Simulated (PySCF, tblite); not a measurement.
# C₈H₁₀BN: geometry, infrared bands and NMR shifts

Aim: predict the infrared bands and NMR shifts of C₈H₁₀BN (`C#C/C(C)=C/C#CBNC`).

Computed with tblite 0.8.0 and PySCF 2.14.0, with density-fitted response routines of our own, on a single molecule in the gas phase. Atoms are numbered from 0 throughout.

### 1 The starting structure

20 atoms, charge 0, multiplicity 1; geometry from: force field or distance geometry start.

Bonds of the start (Å): C0–C1 1.22, C1–C2 1.43, C2–C3 1.49, C2–C4 1.33, C4–C5 1.44, C5–C6 1.20, C6–B7 1.55, B7–N8 1.52, N8–C9 1.44, C0–H10 1.05, C3–H11 1.12, C3–H12 1.09, C3–H13 1.12, C4–H14 1.10, B7–H15 1.20, N8–H16 1.03, C9–H17 1.10, C9–H18 1.13, C9–H19 1.12.

### 2 Optimising the geometry with GFN2-xTB

What the job is given:

```
{"job": {"kind": "relax", "xc": "GFN2-xTB", "basis": "xTB"}, "charge": 0, "multiplicity": 1}
C      5.096400     1.484200    -0.434000
C      3.988100     0.966500    -0.404100
C      2.698100     0.342800    -0.366100
C      2.530500    -1.139400    -0.273900
C      1.597200     1.094000    -0.431200
C      0.287300     0.499100    -0.417800
C     -0.812800     0.018600    -0.390500
B     -2.224900    -0.610100    -0.326900
N     -3.281500     0.233700     0.362800
C     -4.631900    -0.243200     0.204200
H      6.040600     1.936600    -0.479800
H      1.692700    -1.413400    -0.971200
H      3.446500    -1.633500    -0.594000
H      2.187800    -1.458000     0.738200
H      1.665300     2.185200    -0.512600
H     -2.228800    -1.773500    -0.016200
H     -2.999800     0.439600     1.332300
H     -4.718800    -1.264200    -0.184500
H     -5.126500    -0.112300     1.209900
H     -5.210400     0.458000    -0.457100
```

On the command line:

```sh
$ OMP_NUM_THREADS=1 python probes_run.py task.json out
```

One launch serves the whole session: the jobs run in the order shown.

**Question.** This job is followed by: GFN2-xTB harmonic vibrations, gas phase; GIAO PBE0/pcSseg-1 NMR shielding, non-relativistic, gas phase. Predict these results of the whole session: strongest single infrared mode (GFN2-xTB); zero-point energy (GFN2-xTB); 13C shifts against TMS (PBE0/pcSseg-1); 1H shifts against TMS (PBE0/pcSseg-1, means over atoms taken as alike); 11B shifts against BF3·OEt2 (PBE0/pcSseg-1); 15N shifts against NH3 (PBE0/pcSseg-1); surface potential, 1st and 99th percentile.

The runs gave:

```
                                                              quantity                                                   value
                             strongest single infrared mode (GFN2-xTB)                                   1466 cm⁻¹, 245 km/mol
                                          zero-point energy (GFN2-xTB)                                           96.6 kcal/mol
                                13C shifts against TMS (PBE0/pcSseg-1)  142.3, 126.0, 119.6, 109.1, 94.4, 89.9, 38.6, 23.8 ppm
1H shifts against TMS (PBE0/pcSseg-1, means over atoms taken as alike)                  6.21, 4.71, 4.46, 3.20, 3.11, 2.27 ppm
                           11B shifts against BF3·OEt2 (PBE0/pcSseg-1)                                                26.0 ppm
                                15N shifts against NH3 (PBE0/pcSseg-1)                                               137.4 ppm
                                 surface potential, 1st and 99th percentile                                      -0.90 V and 1.54 V
```

Over 126 steps the energy fell by 1.634 eV; of the close pairs, B7–N8 changed most, 1.518 to 1.385 Å. No mode is imaginary among the 54: a minimum at this level. GFN2-xTB is a fitted tight-binding method: band positions and strengths are rough. Its intensities can rank the bands wrongly. The most deshielded hydrogen is H14 (hydrogen on an alkene CH), at 6.21 ppm: attached to an sp2 carbon and in the plane of the double bond. At PBE0/pcSseg-1: The largest span, 309 ppm, is at C1, where the paramagnetic term is -150 ppm. By nearest atom (PBE0/pcSseg-1), the HOMO sits on C6 22 %; C0, C2, C4 about 15 % each and the LUMO on C2 20 %; C0, C4, C6 about 13 % each.
